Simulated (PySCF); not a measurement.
# WF₂: relaxation and vibrations of the quintet

Aim: relax WF₂ as a quintet from a hand-made bent geometry, check by its vibrations whether the end is a minimum, and collect its spectrum and constants.

Method: PBE0, basis W def2-TZVP with ECP60, F def2-TZVP, scalar-relativistic core potentials, no spin–orbit coupling, density fitting; program: PySCF 2.14.0.

## (1) Starting geometry

3 atoms, charge 0, spin multiplicity 5.

Bond lengths: W1–F2 2.010 Å, W1–F3 2.010 Å. Angles: F2–W1–F3 110.0°.

```xyz
3
charge 0 multiplicity 5
W     0.0000    0.0000   -0.1974
F     1.6465    0.0000    0.9555
F    -1.6465    0.0000    0.9555
```

## (2) Bent start, quintet: relaxation

The steps below are one call of a driver around PySCF. For each, scf.py gives the equivalent set-up of the SCF; relaxations use the driver's own optimiser. Before each start the driver seeks the lowest SCF state from one or more starting densities and follows internal instabilities, so scf.py alone need not reach the same state.

The program finds C2v symmetry in the start, which this walk keeps. The walk stops when the largest gradient is under 0.0003 Eh/bohr and the energy has settled too.

scf.py

```python
from pyscf import gto, scf, dft
mol = gto.M(atom='''
W      0.000000     0.000000    -0.197373
F      1.646500    -0.000000     0.955527
F     -1.646500     0.000000     0.955527''',
    basis={'W': 'def2-TZVP', 'F': 'def2-TZVP'},
    ecp={'W': 'def2-TZVP'},
    charge=0, spin=4)
mf = dft.UKS(mol, xc='PBE0')
mf.grids.atom_grid = (50, 194)
aux = {'W': 'def2-universal-JKFIT', 'F': 'def2-universal-JKFIT'}
mf = mf.density_fit(auxbasis=aux)
mf.kernel()
```

Energy and gradient, step by step:

| step | energy (Eh) | change (kJ/mol) | largest symmetric gradient (Eh/bohr) |
| --- | --- | --- | --- |
| 0 | -266.652571 | 0.00 | 0.08191 |
| 1 | -266.674433 | -57.40 | 0.02432 |
| 2 | -266.678549 | -68.20 | 0.00543 |
| 3 | -266.679727 | -71.30 | 0.00737 |
| 4 | -266.679970 | -71.93 | 0.00124 |
| 5 | -266.679983 | -71.97 | 0.00010 |
| 6 | -266.679983 | -71.97 | 0.00001 |

The walk took 11 s on 4 threads, shared host.

Geometry (Å) and forces (eV/Å) at some steps:

```
step 0
W    0.000   0.000  -0.197   0.000   0.000   4.212
F    1.647   0.000   0.956  -2.024   0.000  -2.106
F   -1.647   0.000   0.956   2.024   0.000  -2.106
step 1
W    0.000   0.000  -0.063   0.000   0.000   1.250
F    1.636   0.000   0.888  -0.251   0.000  -0.625
F   -1.636   0.000   0.888   0.251   0.000  -0.625
step 3
W    0.000   0.000   0.129   0.000   0.000   0.369
F    1.775   0.000   0.792  -0.379   0.000  -0.185
F   -1.775   0.000   0.792   0.379   0.000  -0.185
step 6
W    0.000   0.000   0.148   0.000   0.000   0.000
F    1.771   0.000   0.783   0.000   0.000   0.000
F   -1.771   0.000   0.783   0.000   0.000   0.000
```

It settles in C2v symmetry, 72.0 kJ/mol below the start, after 6 steps: W–F 1.881 Å (×2); F–W–F 140.6°.

## (3) Is it a minimum? Harmonic modes

On the finer grid the gradient is checked again; gradients at displacements of ±0.01 bohr then give force constants and infrared intensities.

scf.py: that of step 2 with these lines changed.

```diff
@@ -3,3 +3,3 @@
-W      0.000000     0.000000    -0.197373
-F      1.646500    -0.000000     0.955527
-F     -1.646500     0.000000     0.955527''',
+W     -0.000000    -0.000000    -0.106061
+F      1.773120     0.000000     0.524354
+F     -1.773120     0.000000     0.524354''',
@@ -10 +10 @@
-mf.grids.atom_grid = (50, 194)
+mf.grids.atom_grid = (75, 302)
```

This SCF starts from the last density.

SCF at the final geometry:

```text
init E= -266.679745502744
[... the frontier-level lines of each cycle are left out ...]
cycle= 1 E= -266.679745502739  delta_E= 4.66e-12  |g|= 5.32e-06  |ddm|= 6.61e-06
Extra cycle  E= -266.679745502713  delta_E= 2.59e-11  |g|= 1.03e-05  |ddm|= 9.46e-06
converged SCF energy = -266.679745502713  <S^2> = 6.0080049  2S+1 = 5.0032009
```

The whole step took 27 s.

Geometry: C2v; W–F 1.882 Å (×2); F–W–F 140.9°.

Modes, for the most abundant isotopes:

```
symmetry  ω (cm⁻¹)  IR (km/mol)     type
      a1       117          4.2     bend
      b2       652          199  stretch
      a1       670         29.3  stretch
```

No imaginary mode, so this is a minimum.

Properties at this point:

| Item | Value |
| --- | --- |
| Dipole moment | 1.51 D |
| Highest occupied level | -5.79 eV |
| Lowest empty level | -2.75 eV |
| Rotational constants | 1.347, 0.1411, 0.1277 cm⁻¹ |
| Zero-point energy | 8.6 kJ/mol |
| Principal polarisabilities | 39.8, 40.4, 42.5 bohr³ |
| Atomisation energy without zero-point energy | 1096 kJ/mol |
| Principal traceless quadrupole moments about the centre of mass | -9.34, 4.58, 4.76 D Å |
| Entropy at 298.15 K and 1 bar (electronic part: spin only) | 299.2 J/(mol K) |
| Heat capacity Cp at 298.15 K | 48.9 J/(mol K) |
| Enthalpy at 298.15 K above 0 K | 12.44 kJ/mol |
| Rotational symmetry number | 2 |
| Spin squared ⟨S²⟩ | 6.008 |

Charges (e) and bond orders:

```tsv
atom	Mulliken	Löwdin	polar tensor	spin (Mulliken)	Mayer order to W1
W1	0.85	0.57	1.23	4.01	–
F2,3	-0.42	-0.28	-0.61	0.00	0.94
```

Mulliken populations on W1 (outside its core potential): s 2.77, p 6.21, d 4.10, f 0.08.

## (4) Summary of results

```
                                          quantity                           value
                                           minimum                    quintet, C2v
                                          geometry  W–F 1.882 Å (×2); F–W–F 140.9°
                                wavenumbers (cm⁻¹)    117 (a1), 652 (b2), 670 (a1)
                                     dipole moment                          1.51 D
highest occupied, lowest empty level (either spin)                 -5.79, -2.75 eV
                         polar-tensor charge of W1                         +1.23 e
                                 zero-point energy                      8.6 kJ/mol
                               entropy at 298.15 K                 299.2 J/(mol K)
         atomisation energy (no zero-point energy)                     1096 kJ/mol
                                              ⟨S²⟩                           6.008
```

The molecule stays C2v, as typed, and the end point is a minimum. The strongest infrared band lies at 652 cm⁻¹ (b2, stretch). Most of the spin sits on W1 (Mulliken spin 4.01, against 4 for the whole molecule). Only this shape and spin were tried, so other structures or states may lie lower. Open d and f shells are described by one determinant, and the ground state may have another occupation or spin. Spin–orbit coupling, left out here, can matter for elements this heavy.

The search up to here took 44 s.
